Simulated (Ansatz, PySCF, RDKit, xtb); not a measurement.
# SnSiH5OF: a search for the lowest isomer, part 1 of 2

Only the formula SnSiH5OF is given. Aim: find the structure of lowest free energy at 298.15 K, then its properties.

Plan: many cheap relaxations first (GFN2-xTB), then density-functional screening, relaxation at r2SCAN-D4/def2-SVP, vibrations and a final energy. The numbers are computed, not measured.

6 further runs of the same task are left out: 6 set aside as unsound or not needed.

### Step 1. Candidates

A program enumerates the bonding patterns with one Lewis structure each (two rings at most, one unusual centre or charged pair), with their diastereomers. O–O, O–halogen and N–halogen bonds and N–N–N chains are not drawn. That gives 14 candidates.

| label | SMILES | spin |
| --- | --- | --- |
| c019 | [OH][SnH2][SiH2]F | singlet |
| c171 | [OH2+][SnH-][SiH2]F | singlet |
| c289 | [OH][Sn@H]([F])[SiH3] | singlet |
| c386 | [OH2+][SiH-][SnH2][F] | singlet |
| c454 | [OH2+][Si-](F)[SnH3] | singlet |
| c527 | O[SiH2][SnH2][F] | singlet |
| c728 | [F][SnH2][O][SiH3] | singlet |
| c825 | F[SiH2][OH+][SnH2-] | singlet |
| c856 | [F][SnH-][OH+][SiH3] | singlet |
| c872 | [F][SnH2][OH+][SiH2-] | singlet |
| c921 | F[SiH-][OH+][SnH3] | singlet |
| c979 | F[SiH2][O][SnH3] | singlet |
| c990 | O[Si@H](F)[SnH3] | singlet |
| c995 | [OH2+][Sn-]([F])[SiH3] | singlet |

Candidates are built by distance geometry, with a force field where one applies, in up to four conformers (letters a to d). 6 starts with atoms placed at random are added, to find patterns that the rules miss.

### Step 2. Search with GFN2-xTB

All 33 starts are relaxed the same way. One of them, c455 (atoms placed at random), in full:

The input, start.xyz:

```xyz
9
c455
F      1.774320     0.129090    -0.242760
O      1.781330     1.096760     1.262510
Si    -1.671830    -0.795620     0.898980
Sn     0.300910    -1.799440     0.601670
H     -1.311560     0.379300     1.776890
H      1.549730    -1.529180    -0.128460
H      1.282850     0.528510     0.312130
H      0.465740    -1.017780    -1.695910
H     -0.405010     0.359820     0.598470
```

Launch:

```console
$ xtb start.xyz --gfn 2 --opt
```

The log of the run, shortened:

```text
* xtb version 6.7.1
[...]
          :  # basis functions                  33          :
[...]
          :  # electrons                        26          :
[...]
          :  Hamiltonian                  GFN2-xTB          :
[...]
          :  net charge                          0          :
          :  unpaired electrons                  0          :
[...]
   *** convergence criteria satisfied after 34 iterations ***
[...]
   *** GEOMETRY OPTIMIZATION CONVERGED AFTER 49 ITERATIONS ***
[...]
   *** convergence criteria satisfied after 3 iterations ***
[...]
         ::                     SUMMARY                     ::
         :::::::::::::::::::::::::::::::::::::::::::::::::::::
         :: total energy             -15.256248038921 Eh    ::
         :: gradient norm              0.000473276015 Eh/a0 ::
         :: HOMO-LUMO gap              3.721474003512 eV    ::
         ::.................................................::
         :: SCC energy               -15.316625352977 Eh    ::
         :: -> isotropic ES            0.065463415173 Eh    ::
         :: -> anisotropic ES         -0.000014150687 Eh    ::
         :: -> anisotropic XC         -0.002075970361 Eh    ::
         :: -> dispersion             -0.005172021724 Eh    ::
         :: repulsion energy           0.060377314056 Eh    ::
         :: add. restraining           0.000000000000 Eh    ::
         :: total charge              -0.000000000000 e     ::
         :::::::::::::::::::::::::::::::::::::::::::::::::::::
[...]
        13        2.0000           -0.3936461             -10.7117 (HOMO)
        14                         -0.2568844              -6.9902 (LUMO)
[...]
     #   Z          covCN         q      C6AA      α(0)
     1   9 F        0.698    -0.443    14.094     4.433
     2   8 O        1.576    -0.421    21.308     6.229
     3  14 Si       3.546     0.524    98.547    19.127
     4  50 Sn       3.457     0.196   329.224    33.325
     5   1 H        0.920    -0.054     4.199     3.205
     6   1 H        0.914    -0.052     4.145     3.185
     7   1 H        0.811     0.358     0.569     1.185
     8   1 H        0.915    -0.059     4.330     3.255
     9   1 H        0.919    -0.048     4.033     3.141
[...]
     #   Z sym  total        # sym  WBO       # sym  WBO       # sym  WBO
 ---------------------------------------------------------------------------
     1   9 F    0.965 --     4 Sn   0.872
     2   8 O    2.293 --     3 Si   1.390     7 H    0.842
     3  14 Si   3.880 --     2 O    1.390     5 H    0.872     9 H    0.867
                             4 Sn   0.404     6 H    0.148     8 H    0.147
     4  50 Sn   2.757 --     1 F    0.872     8 H    0.729     6 H    0.728
                             3 Si   0.404
     5   1 H    0.997 --     3 Si   0.872
     6   1 H    0.997 --     4 Sn   0.728     3 Si   0.148
     7   1 H    0.872 --     2 O    0.842
     8   1 H    0.996 --     4 Sn   0.729     3 Si   0.147
     9   1 H    0.998 --     3 Si   0.867
 ---------------------------------------------------------------------------
[...]
molecular dipole:
                 x           y           z       tot (Debye)
 q only:       -1.711       0.094       0.530
   full:       -2.026       0.197       0.691       5.464
molecular quadrupole (traceless):
[...]
          | TOTAL ENERGY              -15.256248038921 Eh   |
          | GRADIENT NORM               0.000473276015 Eh/α |
          | HOMO-LUMO GAP               3.721474003512 eV   |
           -------------------------------------------------
[...]
```

Run time: 0.21 s. Hardware: 1 thread of Intel Xeon 6975P-C (Granite Rapids), shared host.

### Step 3. Distinct minima at GFN2-xTB

33 of the 33 relaxations converged; 3 ended on a minimum already found. 30 distinct structures remain, the lowest 22 here:

| label | start | SMILES after | spin | energy (kcal/mol) | note |
| --- | --- | --- | --- | --- | --- |
| c825c | drawn | [OH][SiH2][F].[SnH2] ‡ | singlet | 0.0 | loosely bound |
| c825a | drawn | [OH][SiH2][F].[SnH2] ‡ | singlet | 0.4 | loosely bound |
| c121 | random | [F][SnH].[OH][SiH3] ‡ | singlet | 1.6 | loosely bound |
| c856b | drawn | [F][SnH].[OH][SiH3] ‡ | singlet | 1.9 | loosely bound |
| c856a | drawn | [F][SnH].[OH][SiH3] ‡ | singlet | 2.0 | loosely bound |
| c872b | drawn | [F][SnH].[OH][SiH3] ‡ | singlet | 2.0 | loosely bound |
| c109 | random | [OH][Sn][F].[SiH4] ‡ | singlet | 18.4 | fell apart |
| c979b | drawn | F[SiH2][O][SnH3] | singlet | 21.4 |  |
| c921a | drawn | O[Si@H](F)[SnH3] | singlet | 21.6 | bonds changed |
| c990a | drawn | O[Si@H](F)[SnH3] | singlet | 22.4 |  |
| c921c | drawn | [H][H].[OH][Si]([F])[SnH2] ‡ | singlet | 32.8 | fell apart |
| c171a | drawn | [F][SiH2][SnH].[OH2] ‡ | singlet | 34.9 | loosely bound |
| c921b | drawn | [H][H].[OH][Si]([F])[SnH2] ‡ | singlet | 36.6 | fell apart |
| c455 | random | O[SiH2][SnH2][F] | singlet | 37.7 |  |
| c527a | drawn | O[SiH2][SnH2][F] | singlet | 38.8 |  |
| c454a | drawn | [H][H].[OH][Si]([F])[SnH2] ‡ | singlet | 39.1 | fell apart |
| c527b | drawn | O[SiH2][SnH2][F] | singlet | 39.2 |  |
| c284 | random | [H][H].[OH][Si]([F])[SnH2] ‡ | singlet | 39.4 | fell apart |
| c872a | drawn | O[SiH2][SnH2][F] | singlet | 39.8 | bonds changed |
| c995a | drawn | [F][Sn][SiH3].[OH2] ‡ | singlet | 42.4 | loosely bound |
| c995b | drawn | [F][Sn][SiH3].[OH2] ‡ | singlet | 42.5 | loosely bound |
| c728a | drawn | [F][SnH2][O][SiH3] | singlet | 47.2 |  |

‡ marks the bonded skeleton alone, with all bonds drawn single: no Lewis structure was assigned that passes a check against the bond lengths.

### Step 4. Single points on the low minima

A choice of the minima (the low ones first, few conformers of a pattern, up to a cap) and the lowest that fell apart get a single point at r2SCAN-D4/def2-SVP on the tight-binding geometry, and one at HF/STO-3G for comparison. The lowest singlets are also tried as triplets at the same geometry (label ending in t). Within 40 kcal/mol but not screened, among others: c856a, c872b, c527b, c872a. The first, c825c:

The input, input.yaml:

```yaml
basis:
  gaussian:
    orbitals: def2-SVP
crystal:
  periodic: [false, false, false]
  atoms:
    - {symbol: F, position_ang: [-3.245674, 1.936270, -0.770450]}
    - {symbol: O, position_ang: [-1.677340, 0.341223, 0.321994]}
    - {symbol: Si, position_ang: [-2.230280, 0.767682, -1.150714]}
    - {symbol: Sn, position_ang: [-1.366243, 1.460493, 2.626225]}
    - {symbol: H, position_ang: [-1.183592, 1.357941, -1.959759]}
    - {symbol: H, position_ang: [-3.014804, -0.320006, -1.700511]}
    - {symbol: H, position_ang: [-1.025614, -0.348653, 0.416948]}
    - {symbol: H, position_ang: [0.354375, 1.614157, 2.037120]}
    - {symbol: H, position_ang: [-0.936942, -0.261555, 3.070695]}
hamiltonian:
  xc: {name: r2SCAN}
  dispersion: d4
scf:
  lower_state_search: "off"
output: {orbitals: {seedname: orbitals}}
```

Launch:

```console
$ ansatz run input.yaml --threads 1 --pin off --max-ram 2610MiB --events-out events.jsonl --progress --plain --runs-dir runs
```

The log of the run, shortened:

```text
Warning: RAYON_NUM_THREADS=1 ignored (pool sized by the plan → 1); use --threads N
Functional definition: r2SCAN
  name "r2SCAN"
[...]
1068 factors; their error is unknown
[...]
mean field -18548.85911497 eV, -681.6579996068 hartree, gradient 4.2e-6 eV, S^2 0.000000; 0 other end points of the search recorded, 0 dependent functions left out
reference -18548.85912685 eV, -681.6580000434 hartree; 29, 29 occupied and 68, 68 virtual orbitals, 1068 factors
Total energy: -18548.90612183 eV, -681.6597270772 hartree
Checks for a lower state left out: stability, starts, cluster_reference, orbital_swaps, neighbouring_geometries, increment
```

Run time: 1.4 s. Hardware: 1 thread of Intel Xeon 6975P-C (Granite Rapids), shared host.

Relative energies in kcal/mol, each column from its lowest structure that stays in one piece:

| label | SMILES | spin | GFN2-xTB | HF/STO-3G | r2SCAN-D4/def2-SVP |
| --- | --- | --- | --- | --- | --- |
| c979b | F[SiH2][O][SnH3] | singlet | 21.4 | 0.0 | 0.0 |
| c990a | O[Si@H](F)[SnH3] | singlet | 22.4 | 1.7 | 4.0 |
| c921a | O[Si@H](F)[SnH3] | singlet | 21.6 | 1.2 | 5.1 |
| c825a | [OH][SiH2][F].[SnH2] ‡ | singlet | 0.4 | 57.8 | 11.8 |
| c825c | [OH][SiH2][F].[SnH2] ‡ | singlet | 0.0 | 61.0 | 13.4 |
| c121 | [F][SnH].[OH][SiH3] ‡ | singlet | 1.6 | 69.6 | 21.0 |
| c171a | [F][SiH2][SnH].[OH2] ‡ | singlet | 34.9 | 60.8 | 23.2 |
| c856b | [F][SnH].[OH][SiH3] ‡ | singlet | 1.9 | 70.9 | 23.2 |
| c455 | O[SiH2][SnH2][F] | singlet | 37.7 | 42.2 | 25.0 |
| c527a | O[SiH2][SnH2][F] | singlet | 38.8 | 36.0 | 26.4 |
| c109 | [OH][Sn][F].[SiH4] ‡ | singlet | 18.4 | 80.1 | 28.8 |
| c990at | O[Si@H](F)[SnH3] | triplet | – | – | 134.8 |
| c979bt | F[SiH2][O][SnH3] | triplet | – | – | 140.4 |

‡ marks the bonded skeleton alone, with all bonds drawn single: no Lewis structure was assigned that passes a check against the bond lengths.

Measured from c979b, GFN2-xTB misplaces c856b by 43 kcal/mol against r2SCAN-D4/def2-SVP, so minima dropped on its energies alone could hide the lowest isomer.

### Step 5. Refinement at r2SCAN-D4/def2-SVP

5 candidates are relaxed at r2SCAN-D4/def2-SVP (chosen among the lowest in one piece). The first, c979b:

The input, input.yaml:

```yaml
crystal:
  periodic: [false, false, false]
  atoms:
    - {symbol: F, position_ang: [-4.277218, 0.200037, -1.591303]}
    - {symbol: O, position_ang: [-2.224268, -0.254408, -0.077350]}
    - {symbol: Si, position_ang: [-3.620743, -0.858148, -0.574950]}
    - {symbol: Sn, position_ang: [-1.061304, 1.298658, 0.114918]}
    - {symbol: H, position_ang: [-4.549085, -0.946876, 0.533588]}
    - {symbol: H, position_ang: [-3.331333, -2.044783, -1.350139]}
    - {symbol: H, position_ang: [0.407006, 0.644720, -0.293869]}
    - {symbol: H, position_ang: [-1.628659, 2.459998, -0.931293]}
    - {symbol: H, position_ang: [-1.217581, 1.685214, 1.724556]}
basis:
  gaussian:
    orbitals: def2-SVP
hamiltonian:
  xc: r2scan
  dispersion: d4
scf:
  lower_state_search: off
relax:
  f_tol: 0.003
```

Launch:

```console
$ ansatz run input.yaml --threads 1 --pin off --max-ram 2610MiB --events-out events.jsonl --progress --plain --runs-dir runs
```

The log of the run, shortened:

```text
Warning: RAYON_NUM_THREADS=1 ignored (pool sized by the plan → 1); use --threads N
[...]
Functional definition: r2SCAN
  name "r2SCAN"
[...]
1068 factors; their error is unknown
[...]
mean field -18549.44472189 eV, -681.6795202641 hartree, gradient 1.6e-6 eV, S^2 0.000000; 0 other end points of the search recorded, 0 dependent functions left out
[...]
reference -18549.44473448 eV, -681.6795207270 hartree; 29, 29 occupied and 68, 68 virtual orbitals, 1068 factors
relax step   1: F+E_penalty+E_count = -18549.48892812 eV  Δ(F+E_penalty+E_count) = +0.000e0 eV  max|allowed force component| = 8.596e-1 eV/Å  Δτ_max = 0.0000 Å  (15 SCF iters, accepted)
[...]
relax step  11: F+E_penalty+E_count = -18549.67620364 eV  Δ(F+E_penalty+E_count) = -1.368e-4 eV  max|allowed force component| = 1.058e-2 eV/Å  Δτ_max = 0.0076 Å  (21 SCF iters, accepted)
[...]
Atom 0 at    -4.370323     0.537258    -0.687324 Å, force    -0.000265     0.000158     0.000093 eV/Å
Atom 1 at    -1.994256    -0.510531    -0.200868 Å, force     0.000925     0.000291     0.000129 eV/Å
Atom 2 at    -3.555422    -0.871068    -0.516073 Å, force    -0.000681     0.000152    -0.000271 eV/Å
Atom 3 at    -1.090112     1.268035    -0.000980 Å, force    -0.000399     0.000323    -0.000299 eV/Å
Atom 4 at    -4.187340    -1.603887     0.613745 Å, force     0.000355    -0.000044    -0.000427 eV/Å
Atom 5 at    -3.696245    -1.614643    -1.796597 Å, force     0.000155     0.000092     0.000617 eV/Å
Atom 6 at     0.524427     0.829325     0.329305 Å, force     0.000023    -0.000372     0.000317 eV/Å
Atom 7 at    -1.278480     2.085142    -1.489908 Å, force    -0.000197    -0.000289     0.000178 eV/Å
Atom 8 at    -1.855434     2.064781     1.302860 Å, force     0.000083    -0.000310    -0.000338 eV/Å
Dipole moment:     0.339831     0.218983     0.073653 e Å
Checks for a lower state left out: stability, starts, cluster_reference, orbital_swaps, neighbouring_geometries, increment
```

It took 87 s on 1 thread of Intel Xeon 6975P-C (Granite Rapids), shared host.

Energy change by step (eV): 0.0000, -0.1562, -0.1769, -0.1811, -0.1855, -0.1861, -0.1864, -0.1871, -0.1862, -0.1869, -0.1873, -0.1888, -0.1886, -0.1902, -0.1911, -0.1896, -0.1926, -0.1946, -0.1965, -0.1972, -0.1983, -0.2005, -0.2021, -0.2027, -0.2036, -0.2047, -0.2055, -0.2058, -0.2063, -0.2073.

After the run. Bond lengths: F1–Si3 1.636 Å, O2–Si3 1.633 Å, O2–Sn4 2.005 Å, Si3–H5 1.488 Å, Si3–H6 1.487 Å, Sn4–H7 1.705 Å, Sn4–H8 1.709 Å, Sn4–H9 1.709 Å. Some angles: F1–Si3–O2 107.8°, Si3–O2–Sn4 130.3°, F1–Si3–H5 107.0°, F1–Si3–H6 107.0°, O2–Si3–H5 111.6°, O2–Si3–H6 111.5°, O2–Sn4–H7 102.6°, O2–Sn4–H8 106.7°, O2–Sn4–H9 106.7°, H5–Si3–H6 111.6°.

### Step 6. The relaxed candidates

| label | spin | r2SCAN-D4/def2-SVP (kcal/mol) | r2SCAN-D4/def2-SVP, relaxed (kcal/mol) | time | note |
| --- | --- | --- | --- | --- | --- |
| c979b | singlet | 0.0 | 0.0 | 87 s |  |
| c990a | singlet | 4.0 | 4.0 | 33 s |  |
| c921a | singlet | 5.1 | 4.4 | 65 s |  |
| c825c | singlet | 13.4 | 10.7 | 2.2 min | same minimum as c825a |
| c825a | singlet | 11.8 | 10.7 | 1.7 min | rearranged to [F][SiH2][OH][SnH2] ‡ |

‡ marks the bonded skeleton alone, with all bonds drawn single: no Lewis structure was assigned that passes a check against the bond lengths.

c979b: Bond lengths: F1–Si3 1.636 Å, O2–Si3 1.633 Å, O2–Sn4 2.005 Å, Si3–H5 1.488 Å, Si3–H6 1.487 Å, Sn4–H7 1.705 Å, Sn4–H8 1.709 Å, Sn4–H9 1.709 Å. Some angles: F1–Si3–O2 107.8°, Si3–O2–Sn4 130.3°, F1–Si3–H5 107.0°, F1–Si3–H6 107.0°, O2–Si3–H5 111.6°, O2–Si3–H6 111.5°, O2–Sn4–H7 102.6°, O2–Sn4–H8 106.7°, O2–Sn4–H9 106.7°, H5–Si3–H6 111.6°.

c990a: Bond lengths: F1–Si3 1.632 Å, O2–Si3 1.656 Å, Si3–Sn4 2.570 Å, O2–H5 0.965 Å, Si3–H6 1.484 Å, Sn4–H7 1.714 Å, Sn4–H8 1.712 Å, Sn4–H9 1.717 Å. Some angles: F1–Si3–O2 110.2°, F1–Si3–Sn4 106.0°, O2–Si3–Sn4 111.9°, F1–Si3–H6 107.8°, O2–Si3–H6 105.3°, Sn4–Si3–H6 115.6°, Si3–O2–H5 117.9°, Si3–Sn4–H7 111.3°, Si3–Sn4–H8 112.4°, Si3–Sn4–H9 109.2°.

c921a: Bond lengths: F1–Si3 1.632 Å, O2–Si3 1.657 Å, Si3–Sn4 2.557 Å, Si3–H5 1.494 Å, O2–H6 0.966 Å, Sn4–H7 1.713 Å, Sn4–H8 1.711 Å, Sn4–H9 1.713 Å. Some angles: F1–Si3–O2 109.9°, F1–Si3–Sn4 108.8°, O2–Si3–Sn4 105.7°, F1–Si3–H5 105.1°, O2–Si3–H5 111.3°, Sn4–Si3–H5 116.1°, Si3–O2–H6 118.0°, Si3–Sn4–H7 111.0°, Si3–Sn4–H8 110.0°, Si3–Sn4–H9 110.7°.

c825c: Bond lengths: F1–Si3 1.633 Å, O2–Si3 1.709 Å, O2–Sn4 2.352 Å, Si3–H5 1.475 Å, Si3–H6 1.476 Å, O2–H7 0.968 Å, Sn4–H8 1.816 Å, Sn4–H9 1.788 Å. Some angles: F1–Si3–O2 100.6°, Si3–O2–Sn4 108.7°, F1–Si3–H5 107.1°, F1–Si3–H6 105.9°, O2–Si3–H5 110.0°, O2–Si3–H6 113.1°, Si3–O2–H7 116.8°, Sn4–O2–H7 127.6°, O2–Sn4–H8 72.3°, O2–Sn4–H9 86.9°.

### Step 7. Are they minima? Harmonic frequencies

The lowest few in one piece go on as finalists (c825a drops out). Harmonic vibrations at r2SCAN-D4/def2-SVP test each finalist and give the zero-point energy and the thermal terms. The first, c979b:

The input, input.yaml:

```yaml
crystal:
  periodic: [false, false, false]
  atoms:
    - {symbol: F, position_ang: [-4.370323, 0.537258, -0.687324]}
    - {symbol: O, position_ang: [-1.994256, -0.510531, -0.200868]}
    - {symbol: Si, position_ang: [-3.555422, -0.871068, -0.516073]}
    - {symbol: Sn, position_ang: [-1.090112, 1.268035, -0.000980]}
    - {symbol: H, position_ang: [-4.187340, -1.603887, 0.613745]}
    - {symbol: H, position_ang: [-3.696245, -1.614643, -1.796597]}
    - {symbol: H, position_ang: [0.524427, 0.829325, 0.329305]}
    - {symbol: H, position_ang: [-1.278480, 2.085142, -1.489908]}
    - {symbol: H, position_ang: [-1.855434, 2.064781, 1.302860]}
basis:
  gaussian:
    orbitals: def2-SVP
hamiltonian:
  xc: r2scan
  dispersion: d4
scf:
  lower_state_search: off
phonons: {}
```

Launch:

```console
$ ansatz run input.yaml --threads 1 --pin off --max-ram 2610MiB --events-out events.jsonl --progress --plain --runs-dir runs
```

The log of the run, shortened:

```text
Warning: RAYON_NUM_THREADS=1 ignored (pool sized by the plan → 1); use --threads N
Functional definition: r2SCAN
  name "r2SCAN"
[...]
1068 factors; their error is unknown
[...]
mean field -18549.65404898 eV, -681.6872128928 hartree, gradient 2.5e-6 eV, S^2 0.000000; 0 other end points of the search recorded, 0 dependent functions left out
[...]
reference -18549.65406161 eV, -681.6872133572 hartree; 29, 29 occupied and 68, 68 virtual orbitals, 1068 factors
[...]
1068 factors; their error is unknown
mean field -18549.65401083 eV, -681.6872114910 hartree, gradient 2.0e-6 eV, S^2 0.000000; 0 other end points of the search recorded, 0 dependent functions left out
[...]
reference -18549.65402347 eV, -681.6872119554 hartree; 29, 29 occupied and 68, 68 virtual orbitals, 1068 factors
[...]
1068 factors; their error is unknown
[...]
Atom 2 at    -3.555422    -0.871068    -0.516073 Å, force    -0.000856    -0.000549    -0.000539 eV/Å
Atom 3 at    -1.090112     1.268035    -0.000980 Å, force    -0.000857    -0.000158    -0.000324 eV/Å
Atom 4 at    -4.187340    -1.603887     0.613745 Å, force     0.000386    -0.000036    -0.000502 eV/Å
Atom 5 at    -3.696245    -1.614643    -1.796597 Å, force     0.000162     0.000107     0.000558 eV/Å
Atom 6 at     0.524427     0.829325     0.329305 Å, force     0.000076    -0.000411     0.000266 eV/Å
Atom 7 at    -1.278480     2.085142    -1.489908 Å, force    -0.000225    -0.000272     0.000134 eV/Å
Atom 8 at    -1.855434     2.064781     1.302860 Å, force     0.000132    -0.000339    -0.000494 eV/Å
Dipole moment:     0.339828     0.218980     0.073658 e Å
Vibrations: 34.18 58.24 82.80 332.52 473.54 510.36 537.24 701.85 702.42 705.39 707.87 713.77 839.12 956.18 992.51 1013.05 1936.03 1949.03 1962.44 2251.55 2253.56 cm⁻¹, zero-point energy 1.222090 eV
Checks for a lower state left out: stability, starts, cluster_reference, orbital_swaps, neighbouring_geometries, increment
```

Wall time 89 s (1 thread of Intel Xeon 6975P-C (Granite Rapids), shared host).

### Step 8. Thermal terms of the finalists

At 298.15 K and 1 atm, ideal gas, rigid rotor and harmonic oscillator:

| label | SMILES | spin | point group | lowest mode (cm⁻¹) | zero-point (kcal/mol) | G − E (kcal/mol) |
| --- | --- | --- | --- | --- | --- | --- |
| c979b | F[SiH2][O][SnH3] | singlet | Cs | 34 | 28.2 | 6.9 |
| c990a | O[Si@H](F)[SnH3] | singlet | C1 | 62 | 29.0 | 7.8 |
| c921a | O[Si@H](F)[SnH3] | singlet | C1 | 63 | 28.9 | 7.7 |

Chiral structures get −RT ln 2 for their mirror image.

### Step 9. The final energy

Single points at CCSD(T)/def2-SVP + MP2/def2-TZVPP - MP2/def2-SVP on the refined geometries decide the order.

c979b, CCSD(T)/def2-SVP:

The input, input.yaml:

```yaml
crystal:
  periodic: [false, false, false]
  atoms:
    - symbol: F
      position_ang: [-4.370323, 0.537258, -0.687324]
    - symbol: O
      position_ang: [-1.994256, -0.510531, -0.200868]
    - symbol: Si
      position_ang: [-3.555422, -0.871068, -0.516073]
    - symbol: Sn
      position_ang: [-1.090112, 1.268035, -0.000980]
    - symbol: H
      position_ang: [-4.187340, -1.603887, 0.613745]
    - symbol: H
      position_ang: [-3.696245, -1.614643, -1.796597]
    - symbol: H
      position_ang: [0.524427, 0.829325, 0.329305]
    - symbol: H
      position_ang: [-1.278480, 2.085142, -1.489908]
    - symbol: H
      position_ang: [-1.855434, 2.064781, 1.302860]
basis:
  gaussian: {orbitals: def2-SVP}
correlation: {method: ccsd_t, frozen_orbitals: {Si: 5, Sn: 4, H: 0, O: 1, F: 1}}
```

Launch:

```console
$ ansatz run input.yaml --threads 1 --pin off --max-ram 2610MiB --events-out events.jsonl --progress --plain --runs-dir runs
```

The log of the run, shortened:

```text
Warning: RAYON_NUM_THREADS=1 ignored (pool sized by the plan → 1); use --threads N
Functional definition: HF
  name "HF"
[...]
1016 factors; integrals over basis functions are off by at most 1.1e-3 eV
[...]
mean field -18486.19945771 eV, -679.3552996748 hartree, gradient 1.5e-6 eV, S^2 0.000000; 0 other end points of the search recorded, 0 dependent functions left out
11 core orbitals not correlated: weight in the atoms' cores, before any rotation towards them, 1.000 or more for the frozen orbitals, at most 0.000 for the correlated occupied ones
reference -18486.19945771 eV, -679.3552996748 hartree; 18, 18 occupied and 68, 68 virtual orbitals, 1016 factors
second order -15.92942762 eV of doubles, -0.00000000 eV of singles
cycle   1  -16.38147842 eV  change   -4.5e-1 eV  update   1.1e-1
[...]
cycle   9  -16.99195424 eV  change   -1.1e-5 eV  update   1.3e-5
perturbative correction -0.34562578 eV, -0.0127015133 hartree
Total energy: -18503.53703773 eV, -679.9924439888 hartree
```

It took 8.4 s on 1 thread of Intel Xeon 6975P-C (Granite Rapids), shared host.

(Continued in part 2 of 2.)
